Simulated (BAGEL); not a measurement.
**BH3O3 (boric acid): levels of theory compared**

Aim: a comparison of 3 runs (HF/STO-3G, HF/3-21G, HF/6-31G*) of BH3O3 (boric acid). 

Program for the calculation: BAGEL 1.2.2.

4 further runs of the same task are left out: 4 set aside as unsound or not needed. Runs told in other sessions of the task aren't counted.

### Step 1. The system as given

BH3O3 has 7 atoms, charge 0, and is taken as a singlet. SMILES: `OB(O)O`. The B2–O4 distance was set to 3.028 Å, away from the relaxed value. At this shape a bond of the SMILES string is far longer than usual.

Bond lengths: O1–B2 1.367 Å, B2–O3 1.360 Å, O1–H5 0.957 Å, O3–H6 0.959 Å, O4–H7 0.957 Å. Angles: O1–B2–O3 116.5°, B2–O1–H5 115.3°, B2–O3–H6 111.6°.

### Step 2. A single-point energy at HF/STO-3G (density fitting with qzvpp-jkfit) (run 1)

The input, hf.json:

```json
{ "bagel": [

{
  "title": "molecule",
  "basis": "sto-3g",
  "df_basis": "qzvpp-jkfit",
  "angstrom": "true",
  "geometry": [
    { "atom": "O", "xyz": [      -1.845169,       1.251993,       1.730799 ] },
    { "atom": "B", "xyz": [      -0.747669,       0.442593,       1.637599 ] },
    { "atom": "O", "xyz": [      -0.234269,      -0.019907,       2.808999 ] },
    { "atom": "O", "xyz": [       0.600700,      -0.381300,      -0.945400 ] },
    { "atom": "H", "xyz": [      -2.192869,       1.567993,       0.897399 ] },
    { "atom": "H", "xyz": [       0.531331,      -0.578807,       2.663399 ] },
    { "atom": "H", "xyz": [       0.210500,      -0.035700,      -1.748300 ] }
  ]
},

{
  "title": "hf"
},

{
  "title": "print",
  "file": "orbitals.molden",
  "orbitals": "true"
}

]}
```

The run is started by

```sh
$ BAGEL_NUM_THREADS=1 BAGEL hf.json > hf.out
```

The program printed:

```text
* using 1 threads per process

  ===============================================================
  ===============================================================

  *** Geometry ***

  { "atom" : "O", "xyz" : [     -3.486864,      2.365924,      3.270736 ] },
  { "atom" : "B", "xyz" : [     -1.412890,      0.836380,      3.094614 ] },
  { "atom" : "O", "xyz" : [     -0.442704,     -0.037619,      5.308239 ] },
  { "atom" : "O", "xyz" : [      1.135158,     -0.720553,     -1.786547 ] },
  { "atom" : "H", "xyz" : [     -4.143922,      2.963077,      1.695838 ] },
  { "atom" : "H", "xyz" : [      1.004070,     -1.093787,      5.033095 ] },
  { "atom" : "H", "xyz" : [      0.397787,     -0.067463,     -3.303808 ] },

  Number of auxiliary basis functions:      360

  Since a DF basis is specified, we compute 2- and 3-index integrals:
    o Being stored without compression. Storage requirement is 0.002 GB

  Number of basis functions:       23
  Number of electrons      :       32

    * METHOD: MOLECULE                             0.18

  *** RHF ***

  === Nuclear Repulsion ===
    93.9097243075

      * DIIS with orbital gradients will be used.

  === RHF iteration (sto-3g) ===
      0       -247.09313081          0.03247059           0.01
      1       -242.71054205          0.08933035           0.01
      2       -247.21901211          0.01962865           0.02
      3       -247.26276703          0.01566632           0.01
      4       -247.29528198          0.01390878           0.02
      5       -247.29870035          0.01392655           0.01
      6       -247.29923303          0.01211509           0.01
      7       -242.52386792          0.09555531           0.01
      8       -242.53605253          0.09668479           0.01
      9       -247.15312002          0.03782462           0.01
     10       -247.28314980          0.02497537           0.01
     11       -247.36117873          0.01325666           0.01
     12       -247.37874888          0.00772393           0.01
     13       -247.38591790          0.00361560           0.01
     14       -247.38807265          0.00020759           0.01
     15       -247.38808103          0.00004068           0.01
     16       -247.38808145          0.00001835           0.01
     17       -247.38808158          0.00000410           0.01
     18       -247.38808158          0.00000171           0.01
     19       -247.38808159          0.00000075           0.01
     20       -247.38808159          0.00000013           0.01
     21       -247.38808159          0.00000003           0.01
     22       -247.38808159          0.00000000           0.01
    * SCF iteration converged.

    * Permanent dipole moment:
           (    0.505465,    -0.359667,    -0.233954) a.u.

    * METHOD: HF                                   0.35

    * METHOD: PRINT                                0.00

  ===============================================================
```

It took 0.84 s on 1 thread of Intel Xeon Platinum 8259CL at 2.50GHz (Skylake/Cascade Lake), shared host; peak memory 0.08 GiB.

### Step 3. A single-point energy at HF/3-21G (density fitting with qzvpp-jkfit) (run 2)

The input, job.json:

```json
{ "bagel": [

{
  "title": "molecule",
  "basis": "3-21g",
  "df_basis": "qzvpp-jkfit",
  "angstrom": true,
  "geometry": [
    { "atom": "O", "xyz": [      -1.845169,       1.251993,       1.730799 ] },
    { "atom": "B", "xyz": [      -0.747669,       0.442593,       1.637599 ] },
    { "atom": "O", "xyz": [      -0.234269,      -0.019907,       2.808999 ] },
    { "atom": "O", "xyz": [       0.600700,      -0.381300,      -0.945400 ] },
    { "atom": "H", "xyz": [      -2.192869,       1.567993,       0.897399 ] },
    { "atom": "H", "xyz": [       0.531331,      -0.578807,       2.663399 ] },
    { "atom": "H", "xyz": [       0.210500,      -0.035700,      -1.748300 ] }
  ]
},

{
  "title": "hf"
},

{
  "title": "print",
  "file": "orbitals.molden",
  "orbitals": true
}

]}
```

The run is started by

```sh
$ BAGEL_NUM_THREADS=1 BAGEL job.json > job.out
```

The program printed:

```text
* using 1 threads per process

  ===============================================================
  ===============================================================

  *** Geometry ***

  { "atom" : "O", "xyz" : [     -3.486864,      2.365924,      3.270736 ] },
  { "atom" : "B", "xyz" : [     -1.412890,      0.836380,      3.094614 ] },
  { "atom" : "O", "xyz" : [     -0.442704,     -0.037619,      5.308239 ] },
  { "atom" : "O", "xyz" : [      1.135158,     -0.720553,     -1.786547 ] },
  { "atom" : "H", "xyz" : [     -4.143922,      2.963077,      1.695838 ] },
  { "atom" : "H", "xyz" : [      1.004070,     -1.093787,      5.033095 ] },
  { "atom" : "H", "xyz" : [      0.397787,     -0.067463,     -3.303808 ] },

  Number of auxiliary basis functions:      360

  Since a DF basis is specified, we compute 2- and 3-index integrals:
    o Being stored without compression. Storage requirement is 0.005 GB

  Number of basis functions:       42
  Number of electrons      :       32

    * METHOD: MOLECULE                             0.13

  *** RHF ***

  === Nuclear Repulsion ===
    93.9097243075

      * DIIS with orbital gradients will be used.

  === RHF iteration (3-21g) ===
      0       -249.11209003          0.04844287           0.02
      1       -248.76675786          0.06166307           0.02
      2       -249.43932071          0.01585634           0.02
      3       -249.48729657          0.00303117           0.02
      4       -249.49006058          0.00159047           0.02
      5       -249.49066855          0.00092922           0.02
      6       -249.49083966          0.00013596           0.02
      7       -249.49084548          0.00004221           0.02
      8       -249.49084610          0.00001657           0.02
      9       -249.49084618          0.00000393           0.02
     10       -249.49084619          0.00000211           0.02
     11       -249.49084619          0.00000123           0.02
     12       -249.49084619          0.00000043           0.02
     13       -249.49084619          0.00000014           0.02
     14       -249.49084619          0.00000007           0.02
     15       -249.49084619          0.00000003           0.02
     16       -249.49084619          0.00000001           0.02
     17       -249.49084619          0.00000000           0.02
    * SCF iteration converged.

    * Permanent dipole moment:
           (    0.724627,    -0.527266,    -0.166902) a.u.

    * METHOD: HF                                   0.40

    * METHOD: PRINT                                0.00

  ===============================================================
```

It took 0.87 s on 1 thread of Intel Xeon Platinum 8259CL at 2.50GHz (Skylake/Cascade Lake), shared host; peak memory 0.08 GiB.

### Step 4. The energy at HF/6-31G(d) (density fitting with qzvpp-jkfit, spherical functions) (run 3)

The input, job.json:

```json
{ "bagel" : [

{
  "title" : "molecule",
  "basis" : "6-31gs.json",
  "df_basis" : "qzvpp-jkfit",
  "angstrom" : true,
  "geometry" : [
    { "atom" : "O", "xyz" : [   -1.845169,    1.251993,    1.730799 ] },
    { "atom" : "B", "xyz" : [   -0.747669,    0.442593,    1.637599 ] },
    { "atom" : "O", "xyz" : [   -0.234269,   -0.019907,    2.808999 ] },
    { "atom" : "O", "xyz" : [    0.600700,   -0.381300,   -0.945400 ] },
    { "atom" : "H", "xyz" : [   -2.192869,    1.567993,    0.897399 ] },
    { "atom" : "H", "xyz" : [    0.531331,   -0.578807,    2.663399 ] },
    { "atom" : "H", "xyz" : [    0.210500,   -0.035700,   -1.748300 ] }
  ]
},
{
  "title" : "hf"
},
{
  "title" : "print",
  "file" : "orbitals.molden",
  "orbitals" : true
}

]}
```

The basis set 6-31G* is read from a file made from the Basis Set Exchange's data (not shown).

The run is started by

```sh
$ BAGEL_NUM_THREADS=1 BAGEL job.json > job.out
```

The program printed:

```text
* using 1 threads per process

  ===============================================================
  ===============================================================

  *** Geometry ***

  { "atom" : "O", "xyz" : [     -3.486864,      2.365924,      3.270736 ] },
  { "atom" : "B", "xyz" : [     -1.412890,      0.836380,      3.094614 ] },
  { "atom" : "O", "xyz" : [     -0.442704,     -0.037619,      5.308239 ] },
  { "atom" : "O", "xyz" : [      1.135158,     -0.720553,     -1.786547 ] },
  { "atom" : "H", "xyz" : [     -4.143922,      2.963077,      1.695838 ] },
  { "atom" : "H", "xyz" : [      1.004070,     -1.093787,      5.033095 ] },
  { "atom" : "H", "xyz" : [      0.397787,     -0.067463,     -3.303808 ] },

  Number of auxiliary basis functions:      360

  Since a DF basis is specified, we compute 2- and 3-index integrals:
    o Being stored without compression. Storage requirement is 0.011 GB

  Number of basis functions:       62
  Number of electrons      :       32

    * METHOD: MOLECULE                             0.15

  *** RHF ***

  === Nuclear Repulsion ===
    93.9097243075

      * DIIS with orbital gradients will be used.

  === RHF iteration (6-31gs.json) ===
      0       -250.41523675          0.03778086           0.03
      1       -250.08022807          0.04608595           0.03
      2       -250.83411467          0.01098386           0.03
      3       -250.87878976          0.00235815           0.03
      4       -250.88137042          0.00068442           0.03
      5       -250.88178869          0.00047123           0.03
      6       -250.88192356          0.00021431           0.03
      7       -250.88195125          0.00004457           0.03
      8       -250.88195242          0.00001337           0.03
      9       -250.88195253          0.00000310           0.03
     10       -250.88195254          0.00000122           0.03
     11       -250.88195254          0.00000044           0.03
     12       -250.88195254          0.00000020           0.03
     13       -250.88195254          0.00000010           0.03
     14       -250.88195254          0.00000003           0.03
     15       -250.88195254          0.00000001           0.03
     16       -250.88195254          0.00000001           0.03
    * SCF iteration converged.

    * Permanent dipole moment:
           (    1.041866,    -0.712494,    -0.899136) a.u.

    * METHOD: HF                                   0.58

    * METHOD: PRINT                                0.01

  ===============================================================
```

Run time: 1.1 s. Hardware: 1 thread of Intel Xeon Platinum 8259CL at 2.50GHz (Skylake/Cascade Lake), shared host; peak memory 0.083 GiB.

### Step 5. The series

| run | level | energy (Eh) | dipole moment (D) | HOMO energy (eV) | LUMO energy (eV) | wall time |
| --- | --- | --- | --- | --- | --- | --- |
| 1 | HF/STO-3G (density fitting with qzvpp-jkfit) | -247.388082 | 1.69 | -3.70 | 3.05 | 0.84 s |
| 2 | HF/3-21G (density fitting with qzvpp-jkfit) | -249.490846 | 2.32 | -8.03 | -0.08 | 0.87 s |
| 3 | HF/6-31G* (density fitting with qzvpp-jkfit, spherical functions) | -250.881953 | 3.94 | -8.47 | -0.26 | 1.1 s |

### Step 6. Summary of results

| quantity | value |
| --- | --- |
| run 3: total energy | -250.88195 Eh |
| run 3: dipole moment | 3.94 D |
| run 3: HOMO energy | -8.47 eV |
| run 3: LUMO energy | -0.26 eV |
| run 3: HOMO–LUMO gap | 8.21 eV |

**Reading.** The dipole moment (its size) runs from 1.69 D (HF/STO-3G) to 3.94 D (HF/6-31G*). The HOMO–LUMO gap runs from 6.75 eV (HF/STO-3G) to 8.21 eV (HF/6-31G*). In run 1 the basis is minimal, so the values are rough. In all runs a closed-shell determinant meets a far-stretched bond; if it breaks into open shells, such a determinant describes it badly, and no broken-symmetry solution was shown. All runs together took 2.8 s, the longest 1.1 s.
